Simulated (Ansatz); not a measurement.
# Alloy of AlN and BN (6 of 48 Al sites exchanged), 96 atoms

Wanted: the relaxed alloy cell and its gap (PBEsol and r²SCAN).

All numbers are computed with Ansatz 0.2.0 (PAW, plane waves).

## Step 1: The starting cell

96 atoms (42 Al, 6 B, 48 N); a = 9.135 Å, b = 10.548 Å, c = 9.780 Å, α = 90.00°, β = 90.00°, γ = 90.00°. All atoms were shaken off their sites by about 0.02 Å along each axis.

The runs, in order: (2) PBEsol cell relaxation at the single k point (¼, ¼, ¼), on 1 × NVIDIA H100 80GB HBM3 with 2 threads of AMD EPYC 7R13; (3) r²SCAN single point at the single k point (¼, ¼, ¼), on 1 × NVIDIA H100 80GB HBM3 with 2 threads of AMD EPYC 7R13.

## Step 2: Relaxing cell and atoms with PBEsol

in.yaml reads:

```yaml
crystal:
  lattice:
    - [9.135233, 0.000000, 0.000000]
    - [0.000000, 10.548458, 0.000000]
    - [0.000000, 0.000000, 9.779800]
  atoms:
    - { symbol: Al, position: [0.167684, 0.086925, 0.247871] }
    - { symbol: Al, position: [0.164249, 0.082962, 0.747137] }
    - { symbol: Al, position: [0.002877, 0.333475, 0.248756] }
    - { symbol: Al, position: [0.496655, 0.084722, 0.750054] }
    - { symbol: Al, position: [0.333061, 0.332100, 0.245938] }
    - { symbol: Al, position: [0.332962, 0.332180, 0.752724] }
    - { symbol: Al, position: [0.163990, 0.584064, 0.249794] }
    - { symbol: Al, position: [0.167568, 0.585524, 0.748746] }
    - { symbol: Al, position: [0.001028, 0.835246, 0.750935] }
    - { symbol: Al, position: [0.830911, 0.083612, 0.252829] }
    - { symbol: Al, position: [0.831360, 0.081688, 0.748300] }
    - { symbol: Al, position: [0.666946, 0.335276, 0.249357] }
    - { symbol: Al, position: [0.663548, 0.337820, 0.745873] }
    - { symbol: Al, position: [0.501580, 0.582622, 0.249715] }
    - { symbol: Al, position: [0.500800, 0.580091, 0.751406] }
    - { symbol: Al, position: [0.332523, 0.833542, 0.252912] }
    - { symbol: Al, position: [0.331941, 0.833581, 0.750328] }
    - { symbol: Al, position: [0.836276, 0.582415, 0.248836] }
    - { symbol: Al, position: [0.830921, 0.582193, 0.746180] }
    - { symbol: Al, position: [0.664024, 0.832342, 0.750508] }
    - { symbol: Al, position: [0.999096, 0.166733, 0.500962] }
    - { symbol: Al, position: [0.331964, 0.166065, 0.497298] }
    - { symbol: Al, position: [0.334284, 0.161076, 0.002441] }
    - { symbol: Al, position: [0.171605, 0.417678, 0.498490] }
    - { symbol: Al, position: [0.167115, 0.421405, 0.996244] }
    - { symbol: Al, position: [0.001784, 0.665884, 0.499431] }
    - { symbol: Al, position: [0.998996, 0.666495, 0.997724] }
    - { symbol: Al, position: [0.666818, 0.165899, 0.499772] }
    - { symbol: Al, position: [0.666713, 0.168714, 0.998105] }
    - { symbol: Al, position: [0.500325, 0.416726, 0.501140] }
    - { symbol: Al, position: [0.501003, 0.419469, 0.997592] }
    - { symbol: Al, position: [0.330374, 0.666191, 0.502013] }
    - { symbol: Al, position: [0.330847, 0.665189, 0.997860] }
    - { symbol: Al, position: [0.166482, 0.915847, 0.497218] }
    - { symbol: Al, position: [0.831471, 0.417346, 0.497363] }
    - { symbol: Al, position: [0.831787, 0.413215, 0.000477] }
    - { symbol: Al, position: [0.666806, 0.670025, 0.498070] }
    - { symbol: Al, position: [0.669503, 0.666230, 0.997259] }
    - { symbol: Al, position: [0.499734, 0.915868, 0.497166] }
    - { symbol: Al, position: [0.502006, 0.916714, 0.000786] }
    - { symbol: Al, position: [0.832828, 0.917144, 0.501002] }
    - { symbol: Al, position: [0.833376, 0.917864, 0.997247] }
    - { symbol: B, position: [0.000441, 0.333658, 0.749848] }
    - { symbol: B, position: [0.499986, 0.080125, 0.244990] }
    - { symbol: B, position: [0.999960, 0.835106, 0.247992] }
    - { symbol: B, position: [0.664945, 0.832899, 0.247147] }
    - { symbol: B, position: [0.998041, 0.166098, 0.996432] }
    - { symbol: B, position: [0.162614, 0.914590, 0.999062] }
    - { symbol: N, position: [0.004925, 0.164958, 0.188050] }
    - { symbol: N, position: [0.998822, 0.165078, 0.689274] }
    - { symbol: N, position: [0.332940, 0.166183, 0.188271] }
    - { symbol: N, position: [0.335053, 0.165467, 0.687116] }
    - { symbol: N, position: [0.166547, 0.415386, 0.187995] }
    - { symbol: N, position: [0.163592, 0.415595, 0.688337] }
    - { symbol: N, position: [0.001691, 0.668096, 0.191137] }
    - { symbol: N, position: [0.002865, 0.666620, 0.686542] }
    - { symbol: N, position: [0.667963, 0.165955, 0.189759] }
    - { symbol: N, position: [0.669470, 0.163753, 0.689222] }
    - { symbol: N, position: [0.495852, 0.415494, 0.188164] }
    - { symbol: N, position: [0.503082, 0.418367, 0.690895] }
    - { symbol: N, position: [0.329385, 0.665692, 0.188671] }
    - { symbol: N, position: [0.333187, 0.667826, 0.691343] }
    - { symbol: N, position: [0.164070, 0.915304, 0.190714] }
    - { symbol: N, position: [0.165730, 0.916029, 0.689217] }
    - { symbol: N, position: [0.834498, 0.418296, 0.187016] }
    - { symbol: N, position: [0.835783, 0.416201, 0.691273] }
    - { symbol: N, position: [0.662423, 0.666329, 0.190749] }
    - { symbol: N, position: [0.670003, 0.665692, 0.688403] }
    - { symbol: N, position: [0.499280, 0.915341, 0.186978] }
    - { symbol: N, position: [0.498333, 0.917545, 0.692605] }
    - { symbol: N, position: [0.831404, 0.913718, 0.193356] }
    - { symbol: N, position: [0.833177, 0.918113, 0.689372] }
    - { symbol: N, position: [0.169851, 0.083522, 0.438611] }
    - { symbol: N, position: [0.165702, 0.084020, 0.939360] }
    - { symbol: N, position: [0.000513, 0.337530, 0.442773] }
    - { symbol: N, position: [0.998389, 0.333863, 0.938874] }
    - { symbol: N, position: [0.499062, 0.080589, 0.442589] }
    - { symbol: N, position: [0.499775, 0.087601, 0.941964] }
    - { symbol: N, position: [0.334549, 0.333650, 0.436838] }
    - { symbol: N, position: [0.333416, 0.335071, 0.941346] }
    - { symbol: N, position: [0.166773, 0.584765, 0.439660] }
    - { symbol: N, position: [0.161074, 0.582727, 0.939013] }
    - { symbol: N, position: [0.997652, 0.831620, 0.438757] }
    - { symbol: N, position: [0.999201, 0.832296, 0.941790] }
    - { symbol: N, position: [0.833547, 0.083862, 0.438924] }
    - { symbol: N, position: [0.834312, 0.081910, 0.941472] }
    - { symbol: N, position: [0.664439, 0.332458, 0.441739] }
    - { symbol: N, position: [0.667171, 0.336937, 0.937045] }
    - { symbol: N, position: [0.499068, 0.583084, 0.441232] }
    - { symbol: N, position: [0.500175, 0.584175, 0.940698] }
    - { symbol: N, position: [0.334668, 0.833810, 0.438878] }
    - { symbol: N, position: [0.330105, 0.829923, 0.939595] }
    - { symbol: N, position: [0.831584, 0.585891, 0.443629] }
    - { symbol: N, position: [0.831757, 0.584768, 0.940812] }
    - { symbol: N, position: [0.669553, 0.833508, 0.439778] }
    - { symbol: N, position: [0.665955, 0.834053, 0.939953] }
  symmetry: { detect: false }
kpoints:
  mp_grid: { grid: [1, 1, 1], shift: [0.25, 0.25, 0.25] }
hamiltonian:
  xc: pbesol
scf:
  occupations: { method: fermi_dirac, width: 0.01 }
relax:
  f_tol: 0.03
  max_steps: 80
  escape_saddle: false
  adjacent_minimum: "off"
  cell: { fix: [alpha, beta, gamma] }
output:
  forces: true
  eigenvalues: true
  populations: true
```

Started as:

```sh
ansatz run in.yaml --threads 2 --pin off --max-ram 30400MiB --runs-dir r --events-out ev --progress --plain --backend cuda --devices 0, --max-vram 18GiB
```

The program printed:

```text
Pseudopotentials: kind: paw
Functional definition: PBEsol
  exchange = pbesol_x
  correlation = pbesol_c
Crystal: 96 atoms, lattice volume = 942.407 Å³
Basis set: ecut = 420 eV, 18425 PW (Γ), exchange–correlation on 128×144×144 points (8 copies of the dense FFT grid, shifted against one another)
Bands: 288, of which v1, the nominal top of the filled ones, is band 192 counted from 1 (191 counted from 0)
Symmetry: 1 space group operations
k-points: 1
Non-local potential: Al, projectors of the file, l = 0: 2, l = 1: 2, l = 2: 1
Non-local potential: B, projectors of the file, l = 0: 2, l = 1: 2, l = 2: 1
Non-local potential: N, projectors of the file, l = 0: 2, l = 1: 2, l = 2: 1
PAW form: soft (Blöchl's): semilocal exchange-correlation on the pseudo side does not see the compensation charge
PAW frozen core: Al, regenerated for the run's functional, and the local potential with it (the file was generated under x = pbe(κ = 0.804, μ = 0.2195149727645171), c = pbe(β = 0.06672455060314922))
PAW frozen core: B, regenerated for the run's functional, and the local potential with it (the file was generated under x = pbe(κ = 0.804, μ = 0.2195149727645171), c = pbe(β = 0.06672455060314922))
PAW frozen core: N, regenerated for the run's functional, and the local potential with it (the file was generated under x = pbe(κ = 0.804, μ = 0.2195149727645171), c = pbe(β = 0.06672455060314922))
PAW one-centre angular grid: Al, 110 points (default); XC on 64 Gauss nodes
PAW one-centre angular grid: B, 110 points (default); XC on 64 Gauss nodes
PAW one-centre angular grid: N, 110 points (default); XC on 64 Gauss nodes
Initial density: superposition of atomic densities (neutral atoms: chi_scale 0, normalization atom), corrected by the library's trained network
Initial wavefunctions: pseudopotential atomic-orbital guess
Functional: x = pbesol(κ = 0.804, μ = 0.12345679012345678), c = pbesol(β = 0.046)
SCF iter   1: F=—  HF=-41233.186740 eV  |F-HF|=—  |Δ(HF+E_count)|=         —  Δρ=1.04e-2  dr2=1.10e0  ethr=1.77e-3  ⟨swp⟩=7.0  Hψ=1318  notcnv=0  defer=36
preconditioner: auto → Resta (q_TF=auto, 2.349 Å⁻¹)  ε∞=4.2  [insulator: Δε(μ)=4.923 eV  Ē_g=13.151 eV  σ=0.010 eV  W_gap=1.00  n_scr=206 (ndim 8)  ℏωp=23.7 eV  f_vac=0.000  D(μ)=0.00/eV (n_scr^D=0)  ε∞_Penn≈4.2]
SCF iter   2: F=—  HF=-41232.895759 eV  |F-HF|=—  |Δ(HF+E_count)|=   2.91e-1  Δρ=3.30e-3  dr2=1.46e-1  ethr=2.88e-4  ⟨swp⟩=3.0  Hψ=493  notcnv=0  defer=88
[... 3 lines of SCF cycles left out ...]
SCF iter   6: F=—  HF=-41232.855530 eV  |F-HF|=—  |Δ(HF+E_count)|=   1.36e-3  Δρ=1.03e-5  dr2=1.06e-6  ethr=6.64e-9  ⟨swp⟩=2.0  Hψ=480  notcnv=0  defer=88
SCF iter   7: F=-41232.855530 eV  HF=-41232.855530 eV  |F-HF|=4.97e-8  |Δ(HF+E_count)|=   1.33e-7  Δρ=2.48e-6  dr2=8.25e-8  ethr=2.60e-11  ⟨swp⟩=14.0  Hψ=1616  notcnv=0
SCF 1 converged in 7 iterations: F = -41232.855530 eV  dr2 = 8.25e-8
relax step   1: F+E_penalty+E_count = -41232.85552980 eV  Δ(F+E_penalty+E_count) = +0.000e0 eV  max|allowed force component| = 3.449e0 eV/Å  Δτ_max = 0.0000 Å  P = +4.103 GPa  Ω = 942.407 Å³  fix = [alpha, beta, gamma]  reactions: alpha +0.201, beta +0.019, gamma +0.732 GPa/rad  (7 SCF iters, dr2 threshold 1.00e-7 eV, accepted)
[... 14 lines left out ...]
relax step   2: F+E_penalty+E_count = -41240.90621493 eV  Δ(F+E_penalty+E_count) = -8.051e0 eV  max|allowed force component| = 2.086e0 eV/Å  Δτ_max = 0.1822 Å  P = +2.362 GPa  Ω = 937.060 Å³  energy of the carried Pulay correction = +1.816e-2 eV  fix = [alpha, beta, gamma]  reactions: alpha +0.030, beta -0.144, gamma +0.149 GPa/rad  (7 SCF iters, dr2 threshold 9.60e-6 eV, accepted)
[... 5 lines left out ...]
relax step   3: F+E_penalty+E_count = -41243.36842201 eV  Δ(F+E_penalty+E_count) = -2.462e0 eV  max|allowed force component| = 3.317e-1 eV/Å  Δτ_max = 0.1530 Å  P = -0.049 GPa  Ω = 943.491 Å³  energy of the carried Pulay correction = -3.667e-3 eV  fix = [alpha, beta, gamma]  reactions: alpha -0.111, beta -0.156, gamma -0.177 GPa/rad  (7 SCF iters, dr2 threshold 9.60e-6 eV, accepted)
[... 6 lines left out ...]
relax step   4: F+E_penalty+E_count = -41243.42541421 eV  Δ(F+E_penalty+E_count) = -5.699e-2 eV  max|allowed force component| = 1.277e-1 eV/Å  Δτ_max = 0.0272 Å  P = -0.037 GPa  Ω = 943.094 Å³  energy of the carried Pulay correction = -2.324e-3 eV  fix = [alpha, beta, gamma]  reactions: alpha -0.096, beta -0.124, gamma -0.258 GPa/rad  (5 SCF iters, dr2 threshold 6.88e-6 eV, accepted)
[... 10 lines left out ...]
relax step   5: F+E_penalty+E_count = -41243.43191746 eV  Δ(F+E_penalty+E_count) = -6.503e-3 eV  max|allowed force component| = 2.605e-2 eV/Å  Δτ_max = 0.0098 Å  P = -0.002 GPa  Ω = 943.079 Å³  energy of the carried Pulay correction = -2.276e-3 eV  fix = [alpha, beta, gamma]  reactions: alpha -0.094, beta -0.130, gamma -0.235 GPa/rad  (5 SCF iters, dr2 threshold 1.02e-6 eV, accepted)
[... 9 lines left out ...]
relax step   6: F+E_penalty+E_count = -41243.43529671 eV  Δ(F+E_penalty+E_count) = -3.379e-3 eV  max|allowed force component| = 2.610e-2 eV/Å  Δτ_max = 0.0000 Å  P = +0.018 GPa  Ω = 943.079 Å³  fix = [alpha, beta, gamma]  reactions: alpha -0.091, beta -0.132, gamma -0.234 GPa/rad  stress off target by 3.28e-2 GPa on what of the cell is left free  SCF on the basis re-selected at this cell (its ener [...]
SCF converged after 5 iterations
Free energy (F): -41243.435297 eV
Harris-Foulkes:  -41243.435297 eV  (|F-HF|=1.31e-10)
Internal energy: -41243.435297 eV  (E = F + TS)
E sigma→0 (E₀):  -41243.435297 eV
Fermi energy:    9.846274 eV
--- Per-component energies (eV) ---
  E_band       = 747.846616
  E_kinetic    = 7754.867379
  E_local      = -10820.989682  (includes V_loc(G=0)·N_el)
  E_nonlocal   = 2679.953440
  E_hartree    = 3724.313870
  E_xc         = -4780.408920
  E_vxc        = -5201.304147  (∫ρ·V_xc dr)
  E_paw        = -25456.453993  (= ΣΔE_a)
  E_vpaw       = -1113.312689  (= ΣTr[D̂ρ^β])
  E_aug_tail   = 0.004516  (compensation charges beyond the density's cutoff)
  E_ewald      = -14346.962755
  E_core_change = 2.240848  (= ΣΔE_core)
  E_smearing   = -0.000000  (= −TS)
  E_closure    = -0.000000  (closes the sum)
  Σ components = -41243.435297   (vs F -41243.435297, Δ=0.00e0)
--- Forces (eV/Å), atoms counted from 1 ---
  atom   1  Al     0.00745818     0.00364027    -0.01125999
  atom   2  Al     0.00552657     0.00147073     0.00668592
  atom   3  Al    -0.00299480    -0.00750082     0.00119491
  atom   4  Al     0.00189849     0.00242374     0.00987129
  atom   5  Al    -0.00271249    -0.01185530    -0.00343291
  atom   6  Al     0.00101480    -0.00195278     0.00487449
  atom   7  Al     0.00290232    -0.00290687    -0.00624279
  atom   8  Al     0.00098070    -0.00297312     0.00504612
  atom   9  Al    -0.00088878     0.00396550     0.00502197
  atom  10  Al    -0.00300585    -0.00520839    -0.00176738
  atom  11  Al    -0.00572109    -0.00099735     0.00605385
  atom  12  Al     0.00334140    -0.00892057    -0.00236104
  atom  13  Al    -0.00255476    -0.00368048     0.00601603
  atom  14  Al     0.00098071     0.00190713    -0.00497789
  atom  15  Al    -0.00161132    -0.00275862     0.00343761
  atom  16  Al     0.00252937     0.01397111    -0.01299709
  atom  17  Al     0.00136852     0.00081172     0.01097250
  atom  18  Al    -0.00336143    -0.00070041    -0.00672187
  atom  19  Al    -0.00010626    -0.00373379     0.00455916
  atom  20  Al     0.00064603     0.00402471     0.00755448
  atom  21  Al     0.00240499    -0.00483941     0.00437506
  atom  22  Al    -0.00022450    -0.00157282     0.00110412
  atom  23  Al    -0.00205740    -0.00295651     0.00260651
  atom  24  Al     0.00199118    -0.00645477     0.00045141
  atom  25  Al     0.00407203    -0.00711592    -0.00226779
  atom  26  Al    -0.00222761     0.00727673    -0.00018450
  atom  27  Al    -0.00163326     0.00518757    -0.00090768
  atom  28  Al     0.00004991    -0.00388911     0.00272948
  atom  29  Al     0.00243778    -0.00535702    -0.00244657
  atom  30  Al    -0.00082517    -0.00247584     0.00257604
  atom  31  Al    -0.00243736    -0.00493309    -0.00417130
  atom  32  Al     0.00100826     0.00882623     0.00207186
  atom  33  Al     0.00005683     0.00969975    -0.00285391
  atom  34  Al     0.00301066     0.00126791     0.00392859
  atom  35  Al    -0.00121231    -0.00335737     0.00109678
  atom  36  Al    -0.00268965    -0.00436797    -0.00352436
  atom  37  Al     0.00260399     0.00634259     0.00005920
  atom  38  Al     0.00318109     0.00546224     0.00267410
  atom  39  Al    -0.00036151     0.00650045    -0.00717517
  atom  40  Al    -0.00769313     0.00364880     0.00590268
  atom  41  Al     0.00275597     0.00333138    -0.00378277
  atom  42  Al    -0.00400024     0.00073272    -0.00024089
  atom  43  B      0.00303585     0.00576032     0.01348580
  atom  44  B     -0.00360992    -0.00193964    -0.01486579
  atom  45  B     -0.00370890     0.02609550    -0.01721580
  atom  46  B      0.00897622     0.00983260    -0.02300256
  atom  47  B      0.00641265    -0.00174517    -0.01450972
  atom  48  B      0.01002697     0.00721646     0.00635806
  atom  49  N     -0.00445243     0.00090958     0.00595751
  atom  50  N     -0.00262650    -0.00401217    -0.00738312
  atom  51  N      0.00002183     0.00488605     0.00890361
  atom  52  N      0.00034340     0.00197714    -0.00553782
  atom  53  N     -0.00060698     0.00665780     0.00298303
  atom  54  N      0.00141309     0.00295807    -0.00690134
  atom  55  N      0.00187370    -0.00878286     0.00467603
  atom  56  N      0.00020372    -0.00066268    -0.00256787
  atom  57  N      0.00347081     0.00337117     0.00549646
  atom  58  N      0.00137048     0.00311073    -0.00729321
  atom  59  N      0.00151574     0.00376986     0.00199904
  atom  60  N     -0.00099912     0.00284796    -0.00446805
  atom  61  N     -0.00444990    -0.00622741     0.00765976
  atom  62  N     -0.00081871    -0.00512853    -0.00434922
  atom  63  N     -0.00484542    -0.00524442     0.00252198
  atom  64  N     -0.00508552    -0.00297276    -0.00102405
  atom  65  N     -0.00035261     0.00633233     0.00220101
  atom  66  N     -0.00457955     0.00453197    -0.00941652
  atom  67  N      0.00025271    -0.00863626     0.00744989
  atom  68  N      0.00154302    -0.00446453    -0.00158762
  atom  69  N     -0.01008904    -0.00264876     0.01093161
  atom  70  N      0.00272118    -0.00429676    -0.00542053
  atom  71  N     -0.00174397    -0.01003724     0.01520111
  atom  72  N      0.00132838    -0.00309917    -0.00002169
  atom  73  N     -0.00066900    -0.00197718     0.00422908
  atom  74  N     -0.00400774    -0.00301412     0.00220544
  atom  75  N     -0.00142353     0.00339444     0.00208530
  atom  76  N     -0.00133662     0.00482815    -0.00253963
  atom  77  N      0.00190424    -0.00288647     0.00957582
  atom  78  N      0.00161948    -0.00051089    -0.00758374
  atom  79  N      0.00169722     0.00790785     0.00104623
  atom  80  N     -0.00169122     0.00845343    -0.00158870
  atom  81  N     -0.00162659     0.00279540     0.00065577
  atom  82  N     -0.00106980    -0.00108301    -0.00010740
  atom  83  N     -0.00179116    -0.00793510     0.00392491
  atom  84  N     -0.00625811    -0.01197987    -0.00830569
  atom  85  N     -0.00204036     0.00241837     0.00465266
  atom  86  N      0.00225089     0.00139587     0.00523470
  atom  87  N      0.00075684     0.00472681     0.00128174
  atom  88  N      0.00502532     0.00788495     0.00006730
  atom  89  N      0.00120896     0.00066527     0.00086069
  atom  90  N     -0.00057986     0.00164884    -0.00094806
  atom  91  N     -0.00051759    -0.00630258     0.00134045
  atom  92  N      0.00145823    -0.01078928    -0.01000759
  atom  93  N      0.00245132     0.00184718     0.00522131
  atom  94  N      0.00135318    -0.00053117    -0.00382407
  atom  95  N      0.00280144    -0.00476375     0.00629211
  atom  96  N      0.00004870    -0.00650019    -0.00767699
  max |Σ_I F_I| component: 1.00e-4 eV/Å
--- Stress (GPa, compression-positive) ---
        0.032760       0.233590       0.131521
        0.233590       0.016242       0.090636
        0.131521       0.090628       0.003535
  P = ⅓ Tr σ = 0.0175 GPa (0.175 kbar)
--- Band table (eV) ---
  k-point 0: bands = [... 180 lower levels ..., "6.8151", "6.8497", "6.8922", "6.9213", "6.9638", "7.0109", "7.0680", "7.1044", "7.1481", "7.2116", "7.3132", "7.3412", "12.3508", "12.3986", "12.4600", "12.5712", "12.7017", "12.7381", "12.8202", "12.8554", "12.9263", "12.9682", "12.9887", "13.1326", ... 84 higher levels ...]
--- Relaxed structure (5 steps of the walk, 5 accepted, 1 SCFs on fresh bases) ---
  F+E_penalty+E_count = -41243.43529671 eV   max|allowed force component| = 2.610e-2 eV/Å   (the final SCF, on the basis selected at the relaxed cell)
  cell:  # Å, volume = 943.0794 Å³
    - [9.1545292944549, 2.2533465822379063e-144, 8.269048348771139e-113]
    - [2.601940397380133e-144, 10.548546562295456, 2.2207418067821515e-144]
    - [8.852498785888876e-113, 2.058918063850478e-144, 9.766065131413303]
  atoms:
    - { symbol: Al, position: [0.16176030329498883, 0.07831644723266877, 0.23560260495317134] }
    - { symbol: Al, position: [0.1610397197947701, 0.08598040737474756, 0.7581085650908741] }
[... 94 atoms left out; the next input holds them all, rounded ...]
--- Löwdin populations: 96 sites ---
  site symbol       q [e]
     0     Al      1.9292
     1     Al      1.9174
[... 94 atoms left out ...]
  spilling = 0.007584 (of n_electrons = 384.000000)
```

Run time: 19 s. Hardware: 1 × NVIDIA H100 80GB HBM3 with 2 threads of AMD EPYC 7R13, shared host; peak host memory 1.4 GiB.

Step by step (solves on a freshly chosen basis count as rows, and their energies jump a little):

| accepted step | energy change (eV) | largest force component (eV/Å) | SCF cycles | pressure (GPa) |
| --- | --- | --- | --- | --- |
| 1 | 0.000 | 3.449 | 7 | 4.10 |
| 2 | -8.051 | 2.086 | 7 | 2.36 |
| 3 | -10.513 | 0.332 | 7 | -0.05 |
| 4 | -10.570 | 0.128 | 5 | -0.04 |
| 5 | -10.576 | 0.026 | 5 | 0.00 |
| 6 | -10.580 | 0.026 | 5 | 0.02 |

Largest shifts, less the median shift:

| atom | shift (Å) | dx | dy | dz |
| --- | --- | --- | --- | --- |
| N92 | 0.307 | -0.174 | 0.220 | 0.124 |
| N76 | 0.289 | 0.027 | -0.264 | -0.117 |
| N51 | 0.274 | 0.186 | -0.186 | 0.076 |
| N67 | 0.272 | 0.020 | 0.264 | 0.064 |
| N63 | 0.270 | -0.209 | -0.084 | -0.149 |
| N69 | 0.269 | 0.183 | 0.121 | 0.156 |
| N74 | 0.261 | -0.169 | -0.111 | 0.165 |
| N49 | 0.257 | -0.092 | 0.019 | -0.239 |

|  | before | after | change |
| --- | --- | --- | --- |
| a (Å) | 9.135 | 9.155 | +0.21 % |
| b (Å) | 10.548 | 10.549 | +0.00 % |
| c (Å) | 9.780 | 9.766 | -0.14 % |
| volume (Å³/atom) | 9.817 | 9.824 | +0.07 % |

Bonds in the relaxed cell, counted within a distance cut:

| pair | count | mean (Å) | spread (Å) | least | most |
| --- | --- | --- | --- | --- | --- |
| Al–N | 168 | 1.887 | 0.028 | 1.838 | 1.998 |
| B–N | 24 | 1.661 | 0.055 | 1.583 | 1.802 |

At the single k point (¼, ¼, ¼) the filled levels end at 7.341 eV and the empty ones begin at 12.351 eV, a spacing of 5.01 eV.

(Part 1 of 2 ends here.)
